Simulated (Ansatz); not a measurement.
**The cluster B₃F₃: structure and electronic state**

Aim: characterise the cluster B₃F₃ as a singlet: its structure, frontier levels and distribution of charge.

Computed with Ansatz 0.2.0, Gaussian basis. Level: RKS PBE0-D4/def2-TZVP.

Levels to be run: a single point at PBE0-D4/def2-TZVP; harmonic vibrations at PBE0-D4/def2-SVP.

2 further runs of the same task are left out: 2 set aside as unsound or not needed.

## 1. The geometry

The singlet was relaxed beforehand with PBE0-D4/def2-SVP. At that level it is the lowest of the isomers that a small search found.

6 atoms, charge 0, spin multiplicity 1.

Atoms are counted from 1 here; the program's logs count them from 0.

Bond lengths: B1–B3 1.563 Å, B1–F4 1.284 Å, B2–B3 1.563 Å, B2–F6 1.284 Å, B3–F5 1.351 Å. Angles: B3–B1–F4 167.4°, B3–B2–F6 167.4°, B1–B3–B2 85.5°, B1–B3–F5 137.3°, B2–B3–F5 137.3°.

Geometry (Å):

```xyz
6
B3F3
B    -0.2110    0.4725   -0.9560
B    -0.0091   -0.0713    1.0847
B     0.4214   -0.7682   -0.2464
F    -0.7866    1.5748   -1.2761
F     1.0470   -1.9080   -0.6121
F    -0.4617    0.7002    2.0060
```

Bonds by kind at the end (by distance):

```csv
bond,count,shortest (Å),longest (Å)
B–F,3,1.284,1.351
B–B,2,1.563,1.563
```

## 2. Single point, PBE0-D4/def2-TZVP

start.molden holds the orbitals of an earlier run on this state, given as this run's starting guess.

The input, in.yaml:

```yaml
crystal:
  periodic: [false, false, false]
  atoms:
    - {symbol: B, position_ang: [-0.210994, 0.472461, -0.956028]}
    - {symbol: B, position_ang: [-0.009057, -0.071296, 1.084669]}
    - {symbol: B, position_ang: [0.421387, -0.768218, -0.246384]}
    - {symbol: F, position_ang: [-0.786642, 1.574821, -1.276138]}
    - {symbol: F, position_ang: [1.047040, -1.908026, -0.612104]}
    - {symbol: F, position_ang: [-0.461735, 0.700248, 2.005995]}
basis:
  gaussian: {orbitals: def2-TZVP, initial_orbitals: start.molden}
hamiltonian: {xc: pbe0, dispersion: d4}
scf: {omitted_lower_state_checks: [starts]}
output: {orbitals: {seedname: orbitals}}
```

Command:

```console
$ ansatz run in.yaml --threads 4 --pin off --events-out ev --progress --plain --max-ram 8704MiB
```

What it wrote:

```text
Functional definition: PBE0
  name "PBE0"
  cite "Adamo & Barone, J. Chem. Phys. 110, 6158 (1999) doi:10.1063/1.478522"
  cite "Perdew, Burke & Ernzerhof, Phys. Rev. Lett. 77, 3865 (1996) doi:10.1103/PhysRevLett.77.3865"
  parent pbe
  parameter a = 0.25
  parameter kappa = 0.804
  parameter beta = 0.06672455060314922
  exchange = (1 - a)*pbe_x(kappa = kappa, mu = beta*pi^2/3) + a*exact_x
  correlation = pbe_c(beta = beta)
these checks for a lower state are left out or cut short: starts
975 factors; their error is unknown
mean field evaluation 1: about -10063.4317 eV, gradient 2.7e2 eV
mean field evaluation 2: about -10117.9829 eV, gradient 8.1e1 eV
mean field evaluation 4: about -10173.4784 eV, gradient 1.1e1 eV
mean field evaluation 8: about -10173.9197 eV, gradient 7.2e-5 eV
mean field -10173.91968427 eV, -373.8846522663 hartree, gradient 8.1e-5 eV, S^2 0.000000; 0 other end points of the search recorded, 0 dependent functions left out
reference -10173.91971602 eV, -373.8846534334 hartree; 21, 21 occupied and 165, 165 virtual orbitals, 975 factors
Total energy: -10174.01642144 eV, -373.8882072920 hartree
Checks for a lower state left out: starts
```

It took 1.8 s on 4 threads of Intel Xeon Platinum 8259CL at 2.50GHz, shared host.

From the report: HOMO -6.22 eV, LUMO -3.27 eV.

Mulliken charges, from this run's orbitals:

```csv
atom,value (e)
B1,0.26
B2,0.26
B3,0.08
F4,-0.16
F5,-0.28
F6,-0.16
```

Largest Mayer bond orders: B1–F4 1.30; B2–F6 1.30; B1–B3 1.28; B2–B3 1.28; B3–F5 1.08; B1–B2 0.57.

Orbitals, density, ELF and potential are computed afterwards from the orbital file.

Frontier orbitals at PBE0-D4/def2-TZVP, with the share of their density that lies nearest to each atom:

```csv
orbital,energy (eV),lies on
HOMO-1,-9.09,"B1, B2 about 26 % each; F5 23 %; B3 20 %"
HOMO,-6.22,"B1, B2, B3 about 28 % each; F5 7 %"
LUMO,-3.27,"B1, B2 about 36 % each; B3 9 %; F4, F5, F6 about 6 % each"
```

ELF in a plane through or near 6 of the atoms.

Ten even steps from ' ' (0.00) to '@' (0.92):
```
                                                        
                                                        
                                                        
                              ..::--::..                
                            ..--**####++..              
                    ..====::--**%%##%%%%==..            
            ..      --##%%--..==%%--##@@++::            
        ..::==++::..--%%@@==@@::##%%%%##--..            
        ::++%%%%##++--**@@%%..  --====--..              
        --**%%**##%%..**--****--..                      
        --**@@####%%::++::****--                        
        ::++%%%%##++--**@@##::  --====--..              
        ..::==++::..--%%@@==@@==%%%%%%##--..            
            ....    --##%%--..++%%==%%@@++::            
                    ..====::--**%%++%%%%==..            
                            ..--**####++..              
                              ..::--::..                
                                                        
                                                        
                                                        
```
The map spans 9.7 Å across and 8.6 Å up, centred on the molecule. Atoms in the plane (x, y in Å): B1 (0.2, 1.1), B2 (0.2, -1.1), B3 (-0.9, 0.0), F4 (1.3, 1.7), F5 (-2.3, 0.0), F6 (1.3, -1.7).

log10 of the density (e/Å³) in the same plane.

Values, 10 rows by 14 columns:
```
-4.0 -4.0 -4.0 -4.0 -4.0 -4.0 -4.0 -4.0 -4.0 -4.0 -4.0 -4.0 -4.0 -4.0
-4.0 -4.0 -4.0 -4.0 -4.0 -3.8 -3.3 -2.8 -2.3 -2.4 -3.0 -4.0 -4.0 -4.0
-4.0 -4.0 -4.0 -3.9 -3.3 -2.5 -2.0 -1.4 -0.5 -0.4 -1.5 -2.9 -4.0 -4.0
-4.0 -3.8 -2.6 -1.9 -1.7 -1.2 -0.6 -0.2  0.7  0.9 -0.8 -2.5 -4.0 -4.0
-4.0 -2.9 -1.4 -0.2  0.0 -0.4  0.0  0.0 -0.5 -0.8 -1.7 -3.0 -4.0 -4.0
-4.0 -2.7 -1.1  0.6  0.8  0.2  0.1 -0.3 -0.9 -1.6 -2.3 -3.5 -4.0 -4.0
-4.0 -3.3 -2.0 -1.0 -0.9 -0.8 -0.2  1.3  0.2  0.1 -1.2 -2.6 -4.0 -4.0
-4.0 -4.0 -3.4 -2.8 -2.4 -1.8 -1.1 -0.6  0.6  0.7 -0.9 -2.5 -4.0 -4.0
-4.0 -4.0 -4.0 -4.0 -3.9 -3.1 -2.6 -2.1 -1.5 -1.5 -2.2 -3.4 -4.0 -4.0
-4.0 -4.0 -4.0 -4.0 -4.0 -4.0 -4.0 -3.6 -3.3 -3.3 -3.9 -4.0 -4.0 -4.0
```
The map spans 9.7 Å across and 8.6 Å up, centred on the molecule. Atoms in the plane (x, y in Å): B1 (0.2, 1.1), B2 (0.2, -1.1), B3 (-0.9, 0.0), F4 (1.3, 1.7), F5 (-2.3, 0.0), F6 (1.3, -1.7).

On the surface of density 0.002 e/bohr³ the electrostatic potential runs, from the 1st to the 99th percentile, from -1.10 V near F5 to 1.94 V near B1.

## 3. Vibrations by finite differences

in.yaml, as its differences from that of step 2:

```diff
@@ -10,5 +10,5 @@
 basis:
-  gaussian: {orbitals: def2-TZVP, initial_orbitals: start.molden}
+  gaussian: {orbitals: def2-SVP}
 hamiltonian: {xc: pbe0, dispersion: d4}
 scf: {omitted_lower_state_checks: [starts]}
-output: {orbitals: {seedname: orbitals}}
+phonons: {temperatures: {t_min: 298.15, t_max: 900, t_step: 200}}
```

Same command.

What it wrote, shortened:

```text
Functional definition: PBE0
  name "PBE0"
  cite "Adamo & Barone, J. Chem. Phys. 110, 6158 (1999) doi:10.1063/1.478522"
  cite "Perdew, Burke & Ernzerhof, Phys. Rev. Lett. 77, 3865 (1996) doi:10.1103/PhysRevLett.77.3865"
  parent pbe
[...]
909 factors; integrals over basis functions are off by at most 3.2e-4 eV
[...]
mean field -10161.70766581 eV, -373.4358688658 hartree, gradient 2.2e-5 eV, S^2 0.000000; 0 other end points of the search recorded, 0 dependent functions left out
[...]
reference -10161.70768827 eV, -373.4358696911 hartree; 21, 21 occupied and 63, 63 virtual orbitals, 909 factors
[...]
909 factors; integrals over basis functions are off by at most 3.2e-4 eV
mean field -10161.70761922 eV, -373.4358671535 hartree, gradient 1.8e-6 eV, S^2 0.000000; 0 other end points of the search recorded, 0 dependent functions left out
[...]
reference -10161.70758453 eV, -373.4358658788 hartree; 21, 21 occupied and 63, 63 virtual orbitals, 909 factors
Total energy: -10161.80439369 eV, -373.4394235497 hartree
Atom 0 at    -0.210994     0.472461    -0.956028 Å, force     0.001891    -0.003702    -0.002332 eV/Å
Atom 1 at    -0.009057    -0.071296     1.084669 Å, force     0.002522    -0.004542     0.000585 eV/Å
Atom 2 at     0.421387    -0.768218    -0.246384 Å, force     0.001966    -0.003117    -0.001923 eV/Å
Atom 3 at    -0.786642     1.574821    -1.276138 Å, force    -0.002316     0.004281     0.002469 eV/Å
Atom 4 at     1.047040    -1.908026    -0.612104 Å, force    -0.001302     0.002144     0.000980 eV/Å
Atom 5 at    -0.461735     0.700248     2.005995 Å, force    -0.002761     0.004937     0.000221 eV/Å
Dipole moment:    -0.191500     0.349087     0.111939 e Å
Vibrations: 90.52 182.13 195.19 230.74 373.75 405.56 550.58 605.09 843.30 1294.14 1535.32 1701.43 cm⁻¹, zero-point energy 0.496417 eV
Checks for a lower state left out: starts
```

Run time: 24 s. Hardware: 4 threads of Intel Xeon Platinum 8259CL at 2.50GHz, shared host.

Motions are named by where the mode's potential energy lies. The modes, unscaled (a negative number is an imaginary wavenumber):

```csv
mode,cm⁻¹,motion
1,91,bend
2,182,torsion with out-of-plane bend
3,195,bend
4,231,torsion
5,374,torsion
6,406,bend
7,551,bend
8,605,B–B and B–F stretch
9,843,B–B stretch
10,1294,B–F stretch
11,1535,B–F stretch
12,1701,B–F and B–B stretch
```

## 4. Outcome

```
                       quantity                          value
                    point group                            C2v
                 commonest bond  B–F, 3 of mean length 1.306 Å
HOMO, LUMO at PBE0-D4/def2-TZVP                -6.22, -3.27 eV
     lowest, highest wavenumber                  91, 1701 cm⁻¹
```

All wavenumbers are real: a minimum at this level. The HOMO lies nearest to B1, B2, B3 about 28 % each; F5 7 % and the LUMO to B1, B2 about 36 % each; B3 9 %. Whether this spin is the lowest isn't tested here.
